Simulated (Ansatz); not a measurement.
# C₆H₃ClGe: how energies converge with the basis set

How large a basis does C₆H₃ClGe need? Two functionals are run in growing sets.

Program: Ansatz 0.2.0, Gaussian basis. Level of theory: one geometry, several basis sets. These are calculated values, not measurements.

Plan: PBE0-D4/def2-SVP; ωB97M-V/def2-SVP; PBE0-D4/def2-QZVPP; ωB97M-V/def2-QZVPP; the functionals' def2-TZVPP values are taken from earlier runs.

## 1. The geometry

All runs share one geometry, relaxed beforehand with PBE0-D4 in a triple-zeta def2 set.

11 atoms, charge 0, spin multiplicity 1.

Atoms are counted from 1 here; the program's logs count them from 0.

Bond lengths: C1–C2 1.203 Å, C1–H9 1.066 Å, C2–Ge3 1.884 Å, Ge3–Cl4 2.140 Å, Ge3–C5 1.884 Å, Ge3–C7 1.884 Å, C5–C6 1.203 Å, C6–H10 1.066 Å, C7–C8 1.203 Å, C8–H11 1.066 Å. Angles: C2–C1–H9 180.0°, C1–C2–Ge3 179.8°, C2–Ge3–Cl4 108.2°, C2–Ge3–C5 110.7°, C2–Ge3–C7 110.7°, Cl4–Ge3–C5 108.2°, Cl4–Ge3–C7 108.2°, C5–Ge3–C7 110.7°, Ge3–C5–C6 179.7°, C5–C6–H10 180.0°, Ge3–C7–C8 179.7°, C7–C8–H11 180.0°.

## 2. PBE0-D4 in def2-SVP

Contents of in.yaml:

```yaml
crystal:
  periodic: [false, false, false]
  atoms:
    - {symbol: C, position_ang: [-0.382287, -0.264328, 2.921724]}
    - {symbol: C, position_ang: [-0.440180, -0.100752, 1.730917]}
    - {symbol: Ge, position_ang: [-0.535335, 0.157471, -0.132776]}
    - {symbol: Cl, position_ang: [-2.529577, 0.757470, -0.625149]}
    - {symbol: C, position_ang: [0.642360, 1.524089, -0.675429]}
    - {symbol: C, position_ang: [1.390651, 2.400693, -1.021491]}
    - {symbol: C, position_ang: [-0.159936, -1.446717, -1.046411]}
    - {symbol: C, position_ang: [0.074633, -2.472205, -1.630780]}
    - {symbol: H, position_ang: [-0.331103, -0.409258, 3.976731]}
    - {symbol: H, position_ang: [2.053650, 3.177220, -1.328256]}
    - {symbol: H, position_ang: [0.282522, -3.380683, -2.148579]}
basis:
  gaussian: {orbitals: def2-SVP}
hamiltonian: {xc: pbe0, dispersion: d4}
output: {orbitals: {seedname: orbitals}}
```

The run is started by

```
> ansatz run in.yaml --threads 4 --pin off --events-out ev --progress --plain --max-ram 11315MiB
```

The runs that follow: ωB97M-V in def2-SVP; PBE0-D4 in def2-QZVPP; ωB97M-V in def2-QZVPP.

Q: Predict the results of all the runs planned. Wanted: PBE0-D4: double and triple zeta above quadruple; ωB97M-V: double and triple zeta above quadruple.

As calculated:

| quantity | value |
| --- | --- |
| PBE0-D4: double and triple zeta above quadruple | 20.36, 1.90 eV |
| ωB97M-V: double and triple zeta above quadruple | 20.46, 1.80 eV |

PBE0-D4 gains 18.46 eV from double to triple zeta, then 1.90 eV more. Total energies overstate the basis error of differences, where much of it tends to cancel.
